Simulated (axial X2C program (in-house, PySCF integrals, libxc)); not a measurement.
# GeN: properties at the nuclei

Wanted for GeN: properties at the nuclei, at the two-component level.

Program: an in-house X2C program for linear molecules on PySCF integrals. Level of theory: two-component X2C with atomic mean-field terms, Ge dyall-acv3z, N dyall-av3z. These are calculated values, not measurements.

### 1 Set-up

task.json

```json
{"zs": [32, 7], "q": 0, "bas": ["dyall-acv3z", "dyall-av3z"], "r0": 1.71, "levels": ["PBE0", "HF", "B3LYP"], "nst": 1, "ff": 1, "thr": -3.5, "nmax": 130, "opt": {"ecut": 60}}
```

Keys: zs atomic numbers; q charge; bas basis sets; r0 starting distance in Å; levels methods (HF also brings MP2); nst determinants followed; ff finite-field run; thr threshold in hartree for freezing inner shells (an s shell follows its p shell); nmax most natural virtual spinors; ecut virtual cutoff in hartree.

Command:

```bash
python soeom.py task.json out
```

Further steps of the session: Expectation values, lowest determinant; Finite-field coupled cluster.

Before running it: what results should come out? Wanted: lowest determinant; Eeff magnitude; Ws magnitude Ge; A∥/gI Ge; qzz Ge (for each run or level that gives them).

The runs gave:

| quantity | value |
| --- | --- |
| lowest determinant | Ω = 3/2 (excess of +ω over −ω: ω = 3/2) |
| Eeff magnitude (GV/cm), PBE0 | 0.0633 |
| Ws magnitude Ge (kHz), PBE0 | 0.0236 |
| A∥/gI Ge (MHz), PBE0 | 169 |
| qzz Ge (a.u.), PBE0 | -5.03 |
| Eeff magnitude (GV/cm), CCSD(T) | 0.0498 |
| Ws magnitude Ge (kHz), CCSD(T) | 0.0089 |
| A∥/gI Ge (MHz), CCSD(T) | 119 |
| qzz Ge (a.u.), CCSD(T) | -4.97 |

In words: In the first state, the effective field runs from 0.0456 to 0.534 GV/cm over the mean-field levels, so the levels don't agree on it. The expectation values come from single determinants, which for open shells can mix terms of unlike spin or miss the lowest Ω, so a determinant need not be a state. Eeff is the effective electric field on the electron dipole moment in this Ω state and Ws the scalar–pseudoscalar constant (defined with the proton number Z and per Ω); A∥ is the parallel hyperfine constant, which follows by multiplying with the nuclear g factor gI = μI/(I μN); qzz is the electric field gradient, eQq0 = 234.96 MHz × Q/barn × qzz; μ is positive if N is the positive end. The operators were transformed with the bare-nucleus X2C matrices. Correlation of the inner shells is missing, which matters for properties at the nucleus.
